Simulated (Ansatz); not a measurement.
I need a single point of LiPb (distorted cell). Use the Python package of Ansatz (0.2.0). Settings: PBEsol, PAW, cutoff 476 eV, 5×5×5 k-points, Fermi-Dirac smearing of 0.1 eV.

```yaml
crystal:
  lattice:
    - [3.52200, 0.00000, 0.00000]
    - [0.00000, 3.52200, 0.00000]
    - [0.00000, 0.00000, 3.52200]
  atoms:
    - { symbol: Li, position: [0.49954, 0.50284, 0.49910] }
    - { symbol: Pb, position: [0.00251, 0.00251, 0.00077] }
```

`lipb.py`:
```python
# -*- coding: utf-8 -*-
"""Self-consistent field of LiPb at the given structure with displaced atoms."""

from pathlib import Path
import warnings

import ansatz as az
import numpy as np
from pymatgen.core import Structure
from pymatgen.symmetry.analyzer import SpacegroupAnalyzer

XC = "PBEsol"
K_DENSITY = 2.6
FILLING = "Fermi-Dirac"
SIGMA = 0.1

warnings.simplefilter("ignore", az.DeckWarning)

vectors = np.array([
    [3.522, 0.0, 0.0],
    [0.0, 3.522, 0.0],
    [0.0, 0.0, 3.522],
])
cell = (
    az.Lattice.of(vectors)
    .atom("Li", (0.49954, 0.50284, 0.4991))
    .atom("Pb", (0.00251, 0.00251, 0.00077))
)

# settings of the run
job = (
    cell.calculation()
    .functional(XC)
    .kpoints(density=K_DENSITY)
    .occupations(FILLING, width=SIGMA)
    .basis(35 * az.Ry)
    .compute(density_of_states={"energy_step": 0.05, "projected": True}, band_table=True)
)
planned = job.session().plan(threads=1)
facts = planned.describe()
print("plan:", facts["n_bands"], "bands,", len(facts["kpoints_frac"]), "k-points, plane waves", facts["n_pw_range"], "grid", facts["fft_dense"])
res = planned.execute()
r = res.report

print(f"free energy      {r['free_energy_ev']:.5f} eV")
print(f"per atom         {r['free_energy_ev'] / len(res.lattice.sites):.5f} eV")
print(f"SCF iterations   {r['n_iterations']}  (converged: {r['converged']})")

final = Structure(res.lattice.cell_ang, [s.symbol for s in res.lattice.sites], [s.position_frac for s in res.lattice.sites])
analyser = SpacegroupAnalyzer(final, symprec=0.01)
standard = analyser.get_conventional_standard_structure()
print(analyser.get_crystal_system(), analyser.get_space_group_symbol(), len(standard), "atoms in the conventional cell")
print("a b c (A):", [round(x, 4) for x in standard.lattice.abc], " angles:", [round(x, 2) for x in standard.lattice.angles])
print(f"mass density {float(final.density):.3f} g/cm^3")

lines = ["| quantity | value |", "|---|---|"]
lines.append(f"| free energy per atom | {r['free_energy_ev'] / len(res.lattice.sites):.4f} eV |")
lines.append(f"| Fermi level | {r['fermi_energy_ev']:.3f} eV |")
lines.append(f"| volume per atom | {r['setup']['cell_volume_ang3'] / len(res.lattice.sites):.3f} A^3 |")
lines.append(f"| valence electrons | {r['n_electrons']:g} |")
Path("summary.md").write_text("\n".join(lines) + "\n")

dos = res.density_of_states()
energy = np.asarray(dos.energies_ev) - dos.fermi_ev
projected = res.projected_density_of_states()
# electrons in each projected shell, from the curves below the Fermi level
step = energy[1] - energy[0]
for index, site in enumerate(projected.sites):
    for shell in site.shells:
        curve = sum(np.sum(part.g_bin_mean_per_ev, axis=0) for part in shell.curves)
        print(f"site {index} {site.species:2s} {shell.label:3s} filled {curve[energy <= 0].sum() * step:7.3f}  at E_F {np.interp(0, energy, curve):7.3f} /eV")

gap = None if "band_edges_ev" not in r else r["band_edges_ev"][1] - r["band_edges_ev"][0]
print("gap on the k mesh:", "withheld (metal, or smearing too wide to tell)" if gap is None else f"{gap:.3f} eV")
print("lowest empty less highest filled band, by band count:", round(r["gap_by_band_count_ev"], 3), "eV")
```

`python lipb.py` gives:
```text
plan: 13 bands, 63 k-points, plane waves [1021, 1043] grid [27, 27, 27]
free energy      -11958.44528 eV
per atom         -5979.22264 eV
SCF iterations   7  (converged: True)
monoclinic Pm 2 atoms in the conventional cell
a b c (A): [3.522, 3.522, 3.522]  angles: [90.0, 90.0, 90.0]
mass density 8.139 g/cm^3
site 0 Li 1S  filled   1.968  at E_F   0.003 /eV
site 0 Li 2S  filled   0.364  at E_F   0.030 /eV
site 1 Pb 6S  filled   1.759  at E_F   0.084 /eV
site 1 Pb 6P  filled   2.856  at E_F   0.581 /eV
site 1 Pb 5D  filled   9.989  at E_F   0.002 /eV
gap on the k mesh: withheld (metal, or smearing too wide to tell)
lowest empty less highest filled band, by band count: -6.527 eV
```

It writes `summary.md`:
```text
| quantity | value |
|---|---|
| free energy per atom | -5979.2226 eV |
| Fermi level | 8.444 eV |
| volume per atom | 21.844 A^3 |
| valence electrons | 17 |
```

What to keep in mind:
- Absolute energies stand on the zero of these potentials, so only differences at equal settings mean something.
- The mesh is modest for a metal, so energies can be off by several to tens of meV an atom and pressures by half a GPa or more; differences at equal mesh fare better.
- Projections exist only for the shells that the potentials hold, some of them semicore, and samples at single energies can miss narrow peaks.
- A gap by band count of zero or less means overlapping bands, a metal, and at an odd count of electrons it is no gap at all.
- The cell is a database structure, distorted on purpose.
- Levels are Kohn-Sham eigenvalues on this mesh, without spin-orbit coupling.
- The computed bands are complete only to about 4.0 eV above the Fermi level; beyond that the density of states is undercounted.
- Finished in 5.2 s on 1 thread of Arm Neoverse V2 (shared host), peak memory 0.44 GiB.
